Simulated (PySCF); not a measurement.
# Cl at other levels of theory

What do other methods print for Cl?

The runs use PySCF 2.14.0; each script names its method and basis.

1 further run of the same task is left out (it didn't finish).

## (1) The atom

Cl: 1 atom, charge 0, spin multiplicity 2.

## (2) The base run

Contents of input.py:

```python
from pyscf import gto, scf, cc

mol = gto.M(
    atom='Cl 0 0 0',
    basis='pcseg-2',
    charge=0,
    spin=1,
    symmetry=True,
    verbose=4,
)
mf = scf.ROHF(mol)
mf = mf.density_fit(auxbasis='def2-universal-jkfit')
mf.kernel()
mycc = cc.CCSD(mf, frozen=5)
mycc.kernel()
mf.dip_moment()
print('orbital energies (hartree):', mf.mo_energy[..., max(0, mol.nelec[1]-3):mol.nelec[0]+3].round(4))
```

Started as:

```
$ python input.py
```

## (3) MP2 (UHF)

Edit 1 changes step after the SCF: ccsd → mp2; SCF type: ROHF → UHF.

Contents of input.py:

```python
from pyscf import gto, scf, mp

mol = gto.M(
    atom='Cl 0 0 0',
    basis='pcseg-2',
    charge=0,
    spin=1,
    symmetry=True,
    verbose=4,
)
mf = scf.UHF(mol)
mf = mf.density_fit(auxbasis='def2-universal-jkfit')
mf.kernel()
mp.MP2(mf, frozen=5).kernel()
mf.dip_moment()
print('orbital energies (hartree):', [e[max(0, n-3):n+3].round(4) for e, n in zip(mf.mo_energy, mol.nelec)])
```

## (4) RHF

Edit 2 changes SCF type: ROHF → RHF.

Changes to input.py since step 2:

```diff
@@ -10,3 +10,3 @@
 )
-mf = scf.ROHF(mol)
+mf = scf.RHF(mol)
 mf = mf.density_fit(auxbasis='def2-universal-jkfit')
```

## (5) CCSD(T)

Edit 3 changes step after the SCF: ccsd → ccsd(t).

Changes to input.py since step 2:

```diff
@@ -15,2 +15,3 @@
 mycc.kernel()
+mycc.ccsd_t()
 mf.dip_moment()
```

## (6) M062x (ROKS)

Edit 4 changes functional: none (Hartree–Fock) → m062x; SCF type: ROHF → ROKS; step after the SCF: ccsd → analyze.

Contents of input.py:

```python
from pyscf import gto, dft

mol = gto.M(
    atom='Cl 0 0 0',
    basis='pcseg-2',
    charge=0,
    spin=1,
    symmetry=True,
    verbose=4,
)
mf = dft.ROKS(mol, xc='m062x')
mf = mf.density_fit(auxbasis='def2-universal-jkfit')
mf.kernel()
mf.analyze()
print('orbital energies (hartree):', mf.mo_energy[..., max(0, mol.nelec[1]-3):mol.nelec[0]+3].round(4))
```

## (7) EOM-EE

Edit 5 changes step after the SCF: ccsd → eomee; number of roots: none → 5.

Changes to input.py since step 2:

```diff
@@ -15,2 +15,4 @@
 mycc.kernel()
+e = mycc.eeccsd(nroots=5)[0]
+print('roots (eV) =', (e*27.211386).round(3))
 mf.dip_moment()
```

## (8) SCF alone

Edit 6 changes step after the SCF: ccsd → none.

Changes to input.py since step 2:

```diff
@@ -1,2 +1,2 @@
-from pyscf import gto, scf, cc
+from pyscf import gto, scf
 
@@ -13,4 +13,2 @@
 mf.kernel()
-mycc = cc.CCSD(mf, frozen=5)
-mycc.kernel()
 mf.dip_moment()
```

Q: Predict the outcome of this session. Wanted: for each run, E(SCF); from base; gap, α spin; after the SCF.

**Answer**, as computed:

| run | E(SCF) (hartree) | from base (eV) | cycles | gap, α spin (eV) | after the SCF |
| --- | --- | --- | --- | --- | --- |
| base | -459.471729 | 0 | 6 | n/a | CCSD correlation -4.833 eV, core frozen |
| MP2 (UHF) | -459.471932 | -0.0055 | 8 | 25.09 | MP2 correlation -4.094 eV, core frozen |
| RHF | -459.471729 | 0.0000 | 6 | n/a | CCSD correlation -4.833 eV, core frozen |
| CCSD(T) | -459.471729 | 0.0000 | 6 | n/a | CCSD(T) correlation -4.963 eV, core frozen |
| m062x (ROKS) | -460.139230 | not comparable | 6 | n/a | n/a |
| EOM-EE | -459.471729 | 0.0000 | 6 | n/a | CCSD correlation -4.833 eV, core frozen, first root 0.01 eV |
| SCF alone | -459.471729 | 0.0000 | 6 | n/a | n/a |

What this shows: With RHF the SCF ends at the base energy. On the same reference and core, CCSD(T) gains 4.96 eV in 2 s; CCSD reaches 97 % of that in 1.8 s, CCSD reaches 97 % of that in 1.8 s. Total energies of different functionals can't be compared with each other; differences within one functional can. The dearest run is “EOM-EE”, at 8 s against 1.8 s.
